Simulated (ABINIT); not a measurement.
# MoSe (P3m1) in ABINIT: settings compared

Aim: see how the results for MoSe move with the level of theory and the settings. Levels: AM05, LDA, r2SCAN. Tasks: single point.

Everything below comes from runs of ABINIT 10.8.3 (patched build). Logs are shortened: lines on timing, memory, paths and dates and some standing lists are left out, and cuts for length are marked. The log counts tension as positive stress, the text compression.

## Step 1: The crystal as given

The structure is trigonal, space group P3m1 (No. 156). Conventional cell: a = 3.471 Å, b = 3.471 Å, c = 4.373 Å, α = 90.00°, β = 90.00°, γ = 120.00°. Around Mo (site symmetry 3m) lie 3 Se at 2.04 Å. Se (site symmetry 3m) is surrounded by 3 Mo at 2.04 Å.

The cell was built by a generator and needn't be a form met in nature.

## Step 2: Single point, AM05

File run.abi:

```
pp_dirpath "./"
pseudos "Mo.GGA_PBE-JTH.xml, Se.GGA_PBE-JTH.xml"

acell 3*1.0 Angstrom
rprim
     3.4706685900     0.0000000000     0.0000000000
    -1.7353343000     3.0056871700     0.0000000000
     0.0000000000     0.0000000000     4.3727953400
ntypat 2
znucl 42 34
natom 2
typat 1 2
xred
     0.6666666700     0.3333333300     0.0254445500
     0.3333333300     0.6666666700     0.1184304700

ecut 13.0
pawecutdg 26.0
pawxcdev 0
pawovlp 30

kptopt 1
ngkpt 7 7 4
nshiftk 1
shiftk 0.0 0.0 0.0

ixc -120135

nband 14
occopt 3
tsmear 0.05 eV

nstep 100
tolvrs 1.0e-9

iomode 3
prtwf 0
prtden 0
prteig 0
prtebands 0
enunit 2
prtvol 2
```

Potentials or basis: JTH PAW PBE v2.0.

Launch:

```sh
$ abinit run.abi > log 2>&1
```

run.abo:

```text
.Version 10.8.3 of ABINIT
 Symmetries : space group P3 m 1 (#156); Bravais hP (primitive hexag.)
================================================================================
 Values of the parameters that define the memory need of the present run
     intxc =       0    ionmov =       0      iscf =      17    lmnmax =      18
     lnmax =       6     mgfft =      30  mpssoang =       3    mqgrid =    3001
     natom =       2  nloc_mem =       2    nspden =       1   nspinor =       1
    nsppol =       1      nsym =       6    n1xccc =       1    ntypat =       2
    occopt =       3   xclevel =       2
       mpw =         701          nfft =       17280          nkpt =          28
 PAW method is used; the additional fine FFT grid is defined by:
   mgfftf=        40    nfftf =     40960
================================================================================
================================================================================

--------------------------------------------------------------------------------
------------- Echo of variables that govern the present computation ------------
--------------------------------------------------------------------------------
 -outvars: echo values of preprocessed input variables --------
            acell      1.8897261259E+00  1.8897261259E+00  1.8897261259E+00 Bohr
              amu      9.59400000E+01  7.89600000E+01
             ecut      1.30000000E+01 Hartree
           enunit           2
              ixc     -120135
         kptrlatt        7    0    0      0    7    0      0    0    4
          kptrlen      3.30535424E+01
            natom           2
            nband          14
            ngfft          24      24      30
          ngfftdg          32      32      40
             nkpt          28
            nstep         100
             nsym           6
           ntypat           2
           occopt           3
        pawecutdg      2.60000000E+01 Hartree
          pawovlp      3.0000000000E+01
         pawxcdev           0
           prtden           0
        prtebands           0
           prteig           0
           prtvol           2
            prtwf           0
            rprim      3.4706685900E+00  0.0000000000E+00  0.0000000000E+00
                      -1.7353343000E+00  3.0056871700E+00  0.0000000000E+00
                       0.0000000000E+00  0.0000000000E+00  4.3727953400E+00
          spgroup         156
           tolvrs      1.00000000E-09
           tsmear      1.83746611E-03 Hartree
            typat      1  2
           useylm           1
           xangst      1.7353342933E+00  1.0018957193E+00  1.1126380967E-01
                      -3.3333334881E-09  2.0037914427E+00  5.1787220733E-01
            xcart      3.2793065513E+00  1.8933085162E+00  2.1025812800E-01
                      -6.2990873787E-09  3.7866170401E+00  9.7863664007E-01
             xred      6.6666666600E-01  3.3333333200E-01  2.5444550000E-02
                       3.3333333267E-01  6.6666666533E-01  1.1843047000E-01
            znucl       42.00000   34.00000

================================================================================

 chkinp: Checking input parameters for consistency.

================================================================================
== DATASET  1 ==================================================================

--- !DatasetInfo
iteration_state: {dtset: 1, }
dimensions: {natom: 2, nkpt: 28, mband: 14, nsppol: 1, nspinor: 1, nspden: 1, mpw: 701, }
cutoff_energies: {ecut:  13.0, pawecutdg:  26.0, }
electrons: {nelect:   2.00000000E+01, charge:   0.00000000E+00, occopt:   3.00000000E+00, tsmear:   1.83746611E-03, }
meta: {optdriver: 0, ionmov: 0, optcell: 0, iscf: 17, paral_kgb: 0, }
...

 Real(R)+Recip(G) space primitive vectors, cartesian coordinates (Bohr,Bohr^-1):
 R(1)=  6.5586131  0.0000000  0.0000000  G(1)=  0.1524713  0.0880293  0.0000000
 R(2)= -3.2793066  5.6799256  0.0000000  G(2)=  0.0000000  0.1760586  0.0000000
 R(3)=  0.0000000  0.0000000  8.2633856  G(3)=  0.0000000  0.0000000  0.1210158
 Unit cell volume ucvol=  3.0783123E+02 bohr^3
 Angles (23,13,12)=  9.00000000E+01  9.00000000E+01  1.20000000E+02 degrees

 Coarse grid specifications (used for wave-functions):

 getcut: wavevector=  0.0000  0.0000  0.0000  ngfft=  24  24  30
[... 216 lines left out ...]
   0.12175    0.16367    0.19634    0.35211    0.38763    0.42895
      occupation numbers for kpt#   2
   2.00000    2.00000    2.00000    2.00000    2.00000    2.00000    2.00000    2.00000
   2.00000    1.22521    0.00000    0.00000    0.00000    0.00000
 kpt#   3, nband= 14, wtk=  0.03061, kpt=  0.2857  0.0000  0.0000 (reduced coord)
  -2.04156   -1.12004   -1.11371   -1.08549   -0.37151   -0.08112   -0.02283   -0.00418
   0.12116    0.15711    0.21506    0.29253    0.34377    0.37087
      occupation numbers for kpt#   3
   2.00000    2.00000    2.00000    2.00000    2.00000    2.00000    2.00000    2.00000
[... 136 lines left out ...]
      occupation numbers for kpt#  26
   2.00000    2.00000    2.00000    2.00000    2.00000    2.00000    2.00000    2.00000
   2.00000    0.60099    0.00021    0.00000    0.00000    0.00000
 kpt#  27, nband= 14, wtk=  0.03061, kpt=  0.4286  0.1429  0.5000 (reduced coord)
  -2.04118   -1.12446   -1.11611   -1.08511   -0.34713   -0.06337   -0.00908    0.01939
   0.11674    0.15232    0.18808    0.25271    0.27282    0.33799
      occupation numbers for kpt#  27
   2.00000    2.00000    2.00000    2.00000    2.00000    2.00000    2.00000    2.00000
   2.00000    1.99738    0.00001    0.00000    0.00000    0.00000
 kpt#  28, nband= 14, wtk=  0.03061, kpt=  0.2857  0.2857  0.5000 (reduced coord)
  -2.04115   -1.12353   -1.11776   -1.08505   -0.34411   -0.03373   -0.03108    0.01342
   0.09055    0.15782    0.19622    0.25855    0.29186    0.32804
      occupation numbers for kpt#  28
   2.00000    2.00000    2.00000    2.00000    2.00000    2.00000    2.00000    2.00000
   2.00000    1.94889    0.00000    0.00000    0.00000    0.00000
 Fermi (or HOMO) energy (eV) =   4.47648   Average Vxc (eV)=  -9.79568
 Eigenvalues (   eV  ) for nkpt=  28  k points:
 kpt#   1, nband= 14, wtk=  0.00510, kpt=  0.0000  0.0000  0.0000 (reduced coord)
 -55.56805  -30.25669  -30.25669  -29.56019  -10.99331   -1.97737   -1.97737   -0.14860
   3.69808    4.56729    4.56729    8.93141   11.62687   12.74846
 kpt#   2, nband= 14, wtk=  0.03061, kpt=  0.1429  0.0000  0.0000 (reduced coord)
 -55.56364  -30.32599  -30.27187  -29.55299  -10.71859   -2.11854   -1.60630   -0.14884
   3.31311    4.45357    5.34269    9.58145   10.54805   11.67229
 kpt#   3, nband= 14, wtk=  0.03061, kpt=  0.2857  0.0000  0.0000 (reduced coord)
 -55.55371  -30.47775  -30.30570  -29.53776  -10.10929   -2.20734   -0.62114   -0.11373
   3.29684    4.27524    5.85212    7.96002    9.35452   10.09179
 kpt#   4, nband= 14, wtk=  0.03061, kpt=  0.4286  0.0000  0.0000 (reduced coord)
 -55.54573  -30.59594  -30.33276  -29.52590   -9.64438   -2.02625    0.18058    0.42259
   3.68850    4.30591    4.36638    6.98164    7.19484   10.04063
 kpt#   5, nband= 14, wtk=  0.03061, kpt=  0.1429  0.1429  0.0000 (reduced coord)
 -55.55647  -30.42845  -30.30442  -29.54197  -10.27303   -2.17901   -1.02091   -0.07623
   3.26380    4.19341    6.03527    8.32987    9.95723   10.13631
 kpt#   6, nband= 14, wtk=  0.06122, kpt=  0.2857  0.1429  0.0000 (reduced coord)
 -55.54751  -30.54740  -30.35036  -29.52848   -9.72753   -1.91945   -0.44072    0.41007
[... 52 lines left out ...]
 kpt#  24, nband= 14, wtk=  0.03061, kpt=  0.4286  0.0000  0.5000 (reduced coord)
 -55.54561  -30.59528  -30.33244  -29.53070   -9.59249   -2.06070   -0.25441    0.41624
   4.20759    4.22793    4.70899    6.98636    7.32765    9.21484
 kpt#  25, nband= 14, wtk=  0.03061, kpt=  0.1429  0.1429  0.5000 (reduced coord)
 -55.55635  -30.42796  -30.30406  -29.54706  -10.20537   -2.12175   -1.17148   -0.59024
   3.98416    4.54613    5.54355    8.75700    9.35693   10.74076
 kpt#  26, nband= 14, wtk=  0.06122, kpt=  0.2857  0.1429  0.5000 (reduced coord)
 -55.54739  -30.54677  -30.34997  -29.53331   -9.67182   -1.87953   -0.84280    0.26458
   3.80825    4.51873    4.93443    7.15058    8.39238    9.33901
 kpt#  27, nband= 14, wtk=  0.03061, kpt=  0.4286  0.1429  0.5000 (reduced coord)
 -55.54339  -30.59820  -30.37082  -29.52731   -9.44588   -1.72428   -0.24705    0.52763
   3.17658    4.14475    5.11797    6.87651    7.42378    9.19713
 kpt#  28, nband= 14, wtk=  0.03061, kpt=  0.2857  0.2857  0.5000 (reduced coord)
 -55.54241  -30.57268  -30.41570  -29.52580   -9.36359   -0.91787   -0.84568    0.36517
   2.46403    4.29443    5.33949    7.03560    7.94181    8.92637
 Total charge density [el/Bohr^3]
)     Maximum=    1.3313E+00  at reduced coord.    0.6563    0.3125    0.0250
)Next maximum=    1.3313E+00  at reduced coord.    0.6875    0.3438    0.0250
)     Minimum=   -1.6039E-02  at reduced coord.    0.3125    0.6563    0.1250
)Next minimum=   -1.6039E-02  at reduced coord.    0.3438    0.6563    0.1250
   Integrated=    2.0000E+01

--- !EnergyTerms
iteration_state     : {dtset: 1, }
comment             : Components of total free energy in Hartree
kinetic             :  1.40972998151608E+01
hartree             :  2.62833405136601E+01
xc                  : -1.02883064550557E+01
Ewald energy        : -4.87832894485604E+01
psp_core            :  3.82688750803214E+00
local_psp           : -7.52222241907403E+01
PAW spherical_terms :  1.19463399179376E+01
internal            : -7.81399523395658E+01
'-kT*entropy'       : -1.32982300563592E-03
total_energy        : -7.81412821625714E+01
total_energy_eV     : -2.12633261068192E+03
...

--- !EnergyTermsDC
iteration_state     : {dtset: 1, }
comment             : '"Double-counting" decomposition of free energy'
band_energy         : -1.10588149657233E+01
Ewald energy        : -4.87832894485604E+01
psp_core            :  3.82688750803214E+00
xc_dc               : -2.76800154787123E+01
PAW spherical_terms :  5.55527933344222E+00
internal            : -7.81399530515216E+01
'-kT*entropy'       : -1.32982300563592E-03
total_energy_dc     : -7.81412828745273E+01
total_energy_dc_eV  : -2.12633263005522E+03
...

--- !EnergyTermsWithPAWCore
iteration_state     : {dtset: 1, }
comment             : 'Components of total free energy, including PAW core contributions'
Total energy        : -6.47189943609675E+03
Total energy DC     : -6.47189943680871E+03
Total energy (eV)   : -1.76109355300775E+05
Total energy DC (eV): -1.76109355320149E+05
...

 Cartesian components of stress tensor (hartree/bohr^3)
  sigma(1 1)= -3.36522193E-03  sigma(3 2)=  0.00000000E+00
  sigma(2 2)= -3.36522194E-03  sigma(3 1)=  0.00000000E+00
  sigma(3 3)= -5.56498949E-05  sigma(2 1)=  1.50823252E-11

-Cartesian components of stress tensor (GPa)         [Pressure=  6.6551E+01 GPa]
- sigma(1 1)= -9.90082473E+01  sigma(3 2)=  0.00000000E+00
- sigma(2 2)= -9.90082478E+01  sigma(3 1)=  0.00000000E+00
- sigma(3 3)= -1.63727643E+00  sigma(2 1)=  4.43737328E-07

== END DATASET(S) ==============================================================
================================================================================

 -outvars: echo values of variables after computation  --------
            acell      1.8897261259E+00  1.8897261259E+00  1.8897261259E+00 Bohr
           etotal     -7.8141282875E+01
            fcart      8.6051491284E-26 -1.4904555468E-25 -1.1831737223E-01
                      -8.6051491284E-26  1.4904555468E-25  1.1831737223E-01
            rprim      3.4706685900E+00  0.0000000000E+00  0.0000000000E+00
                      -1.7353343000E+00  3.0056871700E+00  0.0000000000E+00
                       0.0000000000E+00  0.0000000000E+00  4.3727953400E+00
           strten     -3.3652219255E-03 -3.3652219433E-03 -5.5649894900E-05
                       0.0000000000E+00  0.0000000000E+00  1.5082325231E-11
           xangst      1.7353342933E+00  1.0018957193E+00  1.1126380967E-01
                      -3.3333334881E-09  2.0037914427E+00  5.1787220733E-01
             xred      6.6666666600E-01  3.3333333200E-01  2.5444550000E-02
                       3.3333333267E-01  6.6666666533E-01  1.1843047000E-01
 Calculation completed.
```

It took 16 s on 1 thread of AMD EPYC 7R43 (Zen 3), shared host; peak memory 0.09 GiB.

Results:

| Item | Value |
| --- | --- |
| Free energy | -2126.3326 eV |
| Pressure | 66.6 GPa |
| Largest force | 6.084 eV/Å |
| Band gap on the k mesh | none (metal or under the smearing width) |

Forces on the atoms (eV/Å):
```
Mo   0.000  0.000 -6.084
Se   0.000  0.000  6.084
```

Stress tensor (GPa, compression positive):
```
99.01  0.00  0.00
 0.00 99.01  0.00
 0.00  0.00  1.64
```

Caveat: a pressure of tens of GPa on the cell as given is suspect, and the run, the potentials or the cell itself is likely at fault; the PAW data sets were made with another functional, which shifts forces and pressure a little; this functional lacks dispersion, which binds the layers, so the pressure and a relaxed spacing across them are unreliable; the atomic spheres overlap.

## Step 3: Single point, LDA

Changes to run.abi since step 2:

```diff
@@ -1,3 +1,3 @@
 pp_dirpath "./"
-pseudos "Mo.GGA_PBE-JTH.xml, Se.GGA_PBE-JTH.xml"
+pseudos "Mo.upf, Se.upf"
 
@@ -16,6 +16,3 @@
 
-ecut 13.0
-pawecutdg 26.0
-pawxcdev 0
-pawovlp 30
+ecut 43.0
 
@@ -26,10 +23,10 @@
 
-ixc -120135
+ixc 7
 
-nband 14
+nband 19
 occopt 3
-tsmear 0.05 eV
+tsmear 0.00183747
 
 nstep 100
-tolvrs 1.0e-9
+tolvrs 1.0e-10
 
@@ -41,2 +38 @@
 enunit 2
-prtvol 2
```

Potentials or basis: PseudoDojo NC SR LDA v0.4.1 standard.

Launch:

```sh
$ abinit run.abi > log 2>&1
```

It took 83 s on 1 thread of AMD EPYC 7R43 (Zen 3), shared host; peak memory 0.1 GiB.

The run converged. Its results:

```
Free energy                                           : -5206.1955 eV
Pressure                                              : 62.3 GPa
Largest force                                         : 5.741 eV/Å
Band gap on the k mesh                                : none (metal or under the smearing width)
Valence electrons inside the program's atomic spheres : Mo 11.07; Se 13.75
```

Forces on the atoms (eV/Å):
```
Mo   0.000  0.000 -5.741
Se   0.000  0.000  5.741
```

Stress tensor (GPa, compression positive):
```
93.50  0.00  0.00
 0.00 93.50  0.00
 0.00  0.00  0.06
```

Levels at points of the mesh, in eV from the Fermi level:
| k point | band 13 | band 14 | band 15 | band 16 | band 17 | band 18 |
| --- | --- | --- | --- | --- | --- | --- |
| (0.00, 0.00, 0.00) | -4.61 | -0.84 | 0.10 | 0.10 | 4.39 | 7.08 |
| (0.00, 0.00, 0.50) | -5.34 | -0.02 | -0.02 | 0.52 | 4.98 | 5.92 |

Caveat: a pressure of tens of GPa on the cell as given is suspect, and the run, the potentials or the cell itself is likely at fault; forces of over 1 eV/Å show positions far from the minimum, so gaps and moduli don't describe the material at rest.

## Step 4: Single point, r2SCAN

File run.abi:

```
pp_dirpath "./"
pseudos "42_Mo_14_2.0_2.6_pbe_n_v1.0.psp8, 34_Se_16_1.9_2.1_pbe_n_v1.0.psp8"

acell 6.5586131044 6.558613114 8.2633855916
rprim
     1.0000000000     0.0000000000     0.0000000000
    -0.5000000007     0.8660254034     0.0000000000
     0.0000000000     0.0000000000     1.0000000000
ntypat 2
znucl 42 34
natom 2
typat 1 2
xred
     0.6666666700     0.3333333300     0.0254445500
     0.3333333300     0.6666666700     0.1184304700

ecut 36.0

kptopt 1
ngkpt 7 7 4
nshiftk 1
shiftk 0.0 0.0 0.0

ixc -497498
usekden 1
nc_xccc_gspace 1
boxcutmin 3.0

nband 19
occopt 3
tsmear 0.00183747

nstep 100
tolvrs 1.0e-9

iomode 3
prtwf 0
prtden 0
prteig 0
prtebands 0
```

Potentials or basis: SPMS NC PBE v1.0.

Launch:

```sh
$ abinit run.abi > log 2>&1
```

Wall time 8.2 min (1 thread of Intel Xeon Platinum 8488C (Sapphire Rapids), shared host); peak memory 0.17 GiB.

It converged, with:

```
Free energy                                           : -5059.8418 eV
Pressure                                              : 66.7 GPa
Largest force                                         : 5.960 eV/Å
Band gap on the k mesh                                : none (metal or under the smearing width)
Valence electrons inside the program's atomic spheres : Mo 11.04; Se 13.81
```

Forces in eV/Å, atoms in the order of the input:
```
Mo   0.000  0.000 -5.960
Se   0.000  0.000  5.960
```

Stress tensor (GPa, compression positive):
```
99.53  0.00  0.00
 0.00 99.53  0.00
 0.00  0.00  1.03
```

Levels at points of the mesh, in eV from the Fermi level:
```
           k point  band 12  band 13  band 14  band 15  band 16  band 17  band 18  band 19
(0.00, 0.00, 0.00)    -6.88    -5.00    -0.83     0.07     0.07     4.63     7.54     8.55
(0.00, 0.00, 0.50)    -6.86    -5.74    -0.06    -0.06     0.65     5.29     6.14     8.48
```

Caveat: a meta-GGA on potentials with a model core is unreliable; a pressure of tens of GPa on the cell as given is suspect, and the run, the potentials or the cell itself is likely at fault; the potentials were made for another functional, which shifts forces and pressure.

## Step 5: Overview

| level | potentials or basis | cutoff (eV) | fine-grid cutoff | gap on the mesh (eV) | pressure (GPa) | largest force (eV/Å) |
| --- | --- | --- | --- | --- | --- | --- |
| AM05 | JTH PAW PBE v2.0 | 354 | 707.496 eV | none | 66.6 | 6.08 |
| LDA | PseudoDojo NC SR LDA v0.4.1 standard | 1170 | - | none | 62.3 | 5.74 |
| r2SCAN | SPMS NC PBE v1.0 | 980 | - | none | 66.7 | 5.96 |

Alike in all rows: task single point; no spin polarisation; cell as given; k mesh 7 × 7 × 4; smearing fermi-dirac 0.05 eV.

Caveats: a pressure of tens of GPa on the cell as given is suspect, and the run, the potentials or the cell itself is likely at fault; the PAW data sets were made with another functional, which shifts forces and pressure a little (some runs); this functional lacks dispersion, which binds the layers, so the pressure and a relaxed spacing across them are unreliable (some runs); the atomic spheres overlap (some runs); forces of over 1 eV/Å show positions far from the minimum, so gaps and moduli don't describe the material at rest (some runs); a meta-GGA on potentials with a model core is unreliable (some runs).

Total energies depend on the potentials used, so only differences within one code and one set of settings carry meaning.
